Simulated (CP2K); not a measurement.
# One shape, several levels: CH4AlFS (SMILES F[CH2][AlH][SH])

Wanted: a comparison of 3 runs (PM6, GFN1-xTB, IPEA1-xTB) of CH4AlFS. 

The results are computed with CP2K 2026.2.

### Step 1. The molecule

The species is CH4AlFS (8 atoms), meant as a singlet with charge 0. As SMILES, `F[CH2][AlH][SH]`. The shape comes from a force field and isn't a relaxed structure. This is one conformer, not always the lowest.

Bond lengths: F1–C2 1.321 Å, C2–Al3 1.984 Å, Al3–S4 2.187 Å, C2–H5 1.091 Å, C2–H6 1.122 Å, Al3–H7 1.642 Å, S4–H8 1.425 Å. Angles: F1–C2–Al3 107.3°, C2–Al3–S4 121.8°, F1–C2–H5 110.7°, F1–C2–H6 109.3°, Al3–C2–H5 109.6°, Al3–C2–H6 110.8°, C2–Al3–H7 118.7°, S4–Al3–H7 119.4°, Al3–S4–H8 91.5°, H5–C2–H6 109.1°.

### Step 2. The energy at PM6 (run 1)

Contents of gas.inp:

```
&GLOBAL
    PROJECT gas
    RUN_TYPE ENERGY
    PRINT_LEVEL MEDIUM
&END GLOBAL

&FORCE_EVAL
    METHOD Quickstep
    &DFT
        CHARGE 0
        MULTIPLICITY 1
        &QS
            METHOD PM6
            EPS_DEFAULT 1.0E-10
            &SE
                &COULOMB
                    CUTOFF [angstrom] 50
                    RC_RANGE [angstrom] 0
                &END COULOMB
                &EXCHANGE
                    CUTOFF [angstrom] 50
                    RC_RANGE [angstrom] 0
                &END EXCHANGE
            &END SE
        &END QS
        &POISSON
            PERIODIC NONE
            POISSON_SOLVER ANALYTIC
        &END POISSON
        &SCF
            SCF_GUESS ATOMIC
            EPS_SCF 1.0E-07
            MAX_SCF 150
            ADDED_MOS 2
            MAX_DIIS 8
            &DIAGONALIZATION
                ALGORITHM STANDARD
            &END DIAGONALIZATION
            &MIXING
                METHOD DIRECT_P_MIXING
                ALPHA 0.4
            &END MIXING
        &END SCF
        &PRINT
            &MOMENTS
                PERIODIC F
                REFERENCE COM
                MAX_MOMENT 1
            &END MOMENTS
            &MO ON
                ENERGIES T
                OCCUPATION_NUMBERS T
                NDIGITS 6
                &EACH
                    QS_SCF 0
                &END EACH
                ADD_LAST NUMERIC
            &END MO
            &HIRSHFELD OFF
            &END HIRSHFELD
        &END PRINT
    &END DFT
    &SUBSYS
        &CELL
            ABC [angstrom] 13.6 14 12.1
            PERIODIC NONE
        &END CELL
        &COORD
            F     -0.850700     1.616400    -0.466000
            C      0.191700     1.240900     0.253500
            Al     0.463000    -0.698300    -0.068200
            S     -1.054600    -2.179800     0.467400
            H      0.010300     1.414100     1.315600
            H      1.092900     1.827800    -0.066000
            H      1.902400    -1.203700    -0.674800
            H     -1.663000    -2.074400    -0.817200
        &END COORD
        &TOPOLOGY
            &CENTER_COORDINATES
            &END CENTER_COORDINATES
        &END TOPOLOGY
    &END SUBSYS
&END FORCE_EVAL
```

Started as:

```console
$ OMP_NUM_THREADS=1 cp2k.psmp -i gas.inp > gas.out 2>&1
```

The program printed:

```text
CP2K| version string:                                       CP2K version 2026.2
[...]
 GLOBAL| Method name                                                        CP2K
[...]
 GLOBAL| Run type                                                         ENERGY
[...]
                             - Atoms:                                          8
[...]
                             - Spherical basis functions:                     30
[...]
 Number of electrons:                                                         24
[...]
     1 P_Mix/Diag. 0.40E+00    0.0     0.81976284       -27.3582501847 -2.74E+01
[...]
    33 DIIS/Diag.  0.95E-07    0.0     0.00000009       -32.0968393964 -7.82E-14
  *** SCF run converged in    33 steps ***
  Core-core repulsion energy [eV]:                           1199.06823584141648
  Core Hamiltonian energy [eV]:                             -1418.91641509252804
  Two-electron integral energy [eV]:                        -1307.10247629055698
  Electronic energy [eV]:                                   -2072.46765323780664
  Total energy [eV]:                                         -873.39941739639005
  Atomic reference energy [eV]:                               871.74549373705599
  Heat of formation [kcal/mol]:                               -38.14038867823652
[...]
 SE_DIPOLE| Moment [Debye]         -1.61858174      -0.52690123       0.64794274
 SE_DIPOLE| Derivative [a.u.]       0.00000000       0.00000000       0.00000000
 ENERGY| Total FORCE_EVAL ( QS ) energy [hartree]            -32.096839396352628
[...]
```

Wall time 1 s (1 thread of Intel Xeon Platinum 8488C (Sapphire Rapids), shared host); peak memory 0.19 GiB.

### Step 3. Energy and gradient at GFN1-xTB (run 2)

Contents of molecule.xyz:

```xyz
8

F     -0.850700     1.616400    -0.466000
C      0.191700     1.240900     0.253500
Al     0.463000    -0.698300    -0.068200
S     -1.054600    -2.179800     0.467400
H      0.010300     1.414100     1.315600
H      1.092900     1.827800    -0.066000
H      1.902400    -1.203700    -0.674800
H     -1.663000    -2.074400    -0.817200
```

Contents of molecule.inp:

```
&force_eval
  method Quickstep
  &dft
    charge 0
    multiplicity 1
    ! Quickstep
    &qs
      method XTB
      eps_default 1.0E-10
      &xtb
        gfn_type TBLITE
        &tblite
          method GFN1
        &end
        check_atomic_charges F
      &end
    &end
    &poisson
      periodic NONE
      poisson_solver ANALYTIC
    &end
    ! self-consistent field
    &scf
      scf_guess ATOMIC
      eps_scf 1.0E-07
      max_scf 150
      added_mos 2
      level_shift 0.3
      &diagonalization
        algorithm STANDARD
      &end
      &mixing
        method DIRECT_P_MIXING
        alpha 0.4
      &end
      &smear ON
        method FERMI_DIRAC
        electronic_temperature [K] 300
      &end
    &end
    &print
      &moments
        periodic F
        reference COM
        max_moment 1
      &end
      &mo ON
        energies T
        occupation_numbers T
        ndigits 6
        &each
          qs_scf 0
        &end
        add_last NUMERIC
      &end
      &hirshfeld OFF
      &end
    &end
  &end
  &subsys
    ! vacuum box
    &cell
      abc [angstrom] 11.6 12 10.1
      periodic NONE
    &end
    &topology
      coord_file_name molecule.xyz
      coord_file_format XYZ
      &center_coordinates
      &end
    &end
  &end
  &print
    &forces ON
    &end
  &end
&end

&global
  project_name molecule
  run_type ENERGY_FORCE
  print_level MEDIUM
&end
```

Started as:

```console
$ OMP_NUM_THREADS=1 cp2k.psmp -i molecule.inp -o molecule.out
```

The program printed:

```text
CP2K| version string:                                       CP2K version 2026.2
[...]
 GLOBAL| Method name                                                        CP2K
[...]
 GLOBAL| Run type                                                   ENERGY_FORCE
[...]
                             - Atoms:                                          8
[...]
                             - Spherical basis functions:                     34
[...]
 Number of electrons:                                                         24
[...]
  *** SCF run converged in   105 steps ***
[...]
  Fermi energy:                                                -0.26997098201973
[...]
 TB_DIPOLE| Moment [Debye]          0.44903666      -0.39384875       0.23587535
 TB_DIPOLE| Derivative [a.u.]       0.00000000       0.00000000       0.00000000
[...]
 ENERGY| Total FORCE_EVAL ( QS ) energy [hartree]            -14.410917387488633
 FORCES| Atomic forces [hartree/bohr]
 FORCES|   Atom     x               y               z               |f|
 FORCES|      1 -4.13023817E-02  1.87456060E-02 -2.45514520E-02   5.15757528E-02
 FORCES|      2  5.38368920E-02 -2.09789906E-02  1.57016693E-02   5.98754658E-02
 FORCES|      3  6.02789249E-03 -1.32323323E-02 -1.95854970E-03   1.46719468E-02
 FORCES|      4 -1.05809797E-02  7.00884508E-03 -3.13604430E-02   3.38313231E-02
 FORCES|      5 -3.24799223E-03  8.97278479E-03  5.50364545E-03   1.10159173E-02
 FORCES|      6 -1.13460160E-02 -1.94318368E-05  4.90893505E-03   1.23624472E-02
 FORCES|      7 -7.71835621E-03  1.60465721E-03  2.47877911E-03   8.26391513E-03
 FORCES|      8  1.43309413E-02 -2.10113837E-03  2.92774157E-02   3.26643190E-02
 FORCES| Sum    -4.16333634E-17  5.03069808E-17  9.71445147E-17
 FORCES| Total atomic force                                       1.17052065E-16
[...]
```

It took 1.4 s on 1 thread of Intel Xeon Platinum 8488C (Sapphire Rapids), shared host; peak memory 0.19 GiB.

### Step 4. The energy at IPEA1-xTB (run 3)

Contents of molecule.pdb:

```
HETATM    1 F    MOL A   1      -0.851   1.616  -0.466  1.00  0.00           F
HETATM    2 C    MOL A   1       0.192   1.241   0.254  1.00  0.00           C
HETATM    3 Al   MOL A   1       0.463  -0.698  -0.068  1.00  0.00          AL
HETATM    4 S    MOL A   1      -1.055  -2.180   0.467  1.00  0.00           S
HETATM    5 H    MOL A   1       0.010   1.414   1.316  1.00  0.00           H
HETATM    6 H    MOL A   1       1.093   1.828  -0.066  1.00  0.00           H
HETATM    7 H    MOL A   1       1.902  -1.204  -0.675  1.00  0.00           H
HETATM    8 H    MOL A   1      -1.663  -2.074  -0.817  1.00  0.00           H
END
```

Contents of qs.inp:

```
&GLOBAL
  PROJECT qs
  RUN_TYPE ENERGY
  PRINT_LEVEL MEDIUM
&END
&FORCE_EVAL
  METHOD QS
  &DFT
    &QS
      METHOD XTB
      EPS_DEFAULT 1.0E-10
      &XTB
        GFN_TYPE TBLITE
        &TBLITE
          METHOD IPEA1
        &END
        CHECK_ATOMIC_CHARGES F
      &END
    &END
    &POISSON
      PERIODIC NONE
      POISSON_SOLVER ANALYTIC
    &END
    &SCF
      SCF_GUESS MOPAC
      EPS_SCF 1.0E-07
      MAX_SCF 90
      ADDED_MOS 8
      LEVEL_SHIFT 0.3
      &DIAGONALIZATION
        ALGORITHM STANDARD
      &END
      &MIXING
        METHOD DIRECT_P_MIXING
        ALPHA 0.4
      &END
      &SMEAR ON
        METHOD FERMI_DIRAC
        ELECTRONIC_TEMPERATURE [K] 300
      &END
    &END
    &PRINT
      &MOMENTS
        PERIODIC F
        REFERENCE COM
        MAX_MOMENT 1
      &END
      &MO ON
        ENERGIES T
        OCCUPATION_NUMBERS T
        NDIGITS 6
        &EACH
          QS_SCF 0
        &END
        ADD_LAST NUMERIC
      &END
      &HIRSHFELD OFF
      &END
    &END
  &END
  &SUBSYS
    &CELL
      ABC 11.6 12 10.1
      PERIODIC NONE
    &END
    &TOPOLOGY
      COORD_FILE_NAME molecule.pdb
      COORD_FILE_FORMAT PDB
      CONN_FILE_FORMAT OFF
      &CENTER_COORDINATES
      &END
    &END
  &END
&END
```

Started as:

```console
$ OMP_NUM_THREADS=1 cp2k.psmp -i qs.inp > qs.out 2>&1
```

The program printed:

```text
CP2K| version string:                                       CP2K version 2026.2
[...]
 GLOBAL| Method name                                                        CP2K
[...]
 GLOBAL| Run type                                                         ENERGY
[...]
                             - Atoms:                                          8
[...]
                             - Spherical basis functions:                     36
[...]
 Number of electrons:                                                         24
[...]
  *** SCF run converged in    42 steps ***
[...]
  Fermi energy:                                                -0.27727822962266
[...]
 TB_DIPOLE| Moment [Debye]          0.44263796       0.11613915      -0.01716106
 TB_DIPOLE| Derivative [a.u.]       0.00000000       0.00000000       0.00000000
[...]
 ENERGY| Total FORCE_EVAL ( QS ) energy [hartree]            -15.142396725622691
[...]
```

Wall time 1.2 s (1 thread of Intel Xeon Platinum 8488C (Sapphire Rapids), shared host); peak memory 0.19 GiB.

### Step 5. All runs side by side

| run | level | task | cell | vacuum round the molecule | energy (Eh) | dipole moment (D) | HOMO energy (eV) | LUMO energy (eV) | wall time |
| --- | --- | --- | --- | --- | --- | --- | --- | --- | --- |
| 1 | PM6 | energy | (13.6, 14, 12.1) | 5 | -32.096839 | 1.82 | -9.28 | 0.21 | 1 s |
| 2 | GFN1-xTB | gradient | (11.6, 12, 10.1) | 4 | -14.410917 | 0.64 | -11.01 | -6.45 | 1.4 s |
| 3 | IPEA1-xTB | energy | (11.6, 12, 10.1) | 4 | -15.142397 | 0.46 | -10.98 | -6.65 | 1.2 s |

### Step 6. Outcome

| quantity | value |
| --- | --- |
| run 3: total energy | -15.14240 Eh |
| run 3: dipole moment (from atomic charges alone) | 0.46 D |
| run 3: HOMO energy | -10.98 eV |
| run 3: LUMO energy | -6.65 eV |
| run 3: HOMO–LUMO gap | 4.33 eV |

The dipole moment runs from 0.46 D (IPEA1-xTB) to 1.82 D (PM6). The HOMO–LUMO gap runs from 4.33 eV (IPEA1-xTB) to 9.49 eV (PM6). All runs together took 3.6 s, the longest 1.4 s.
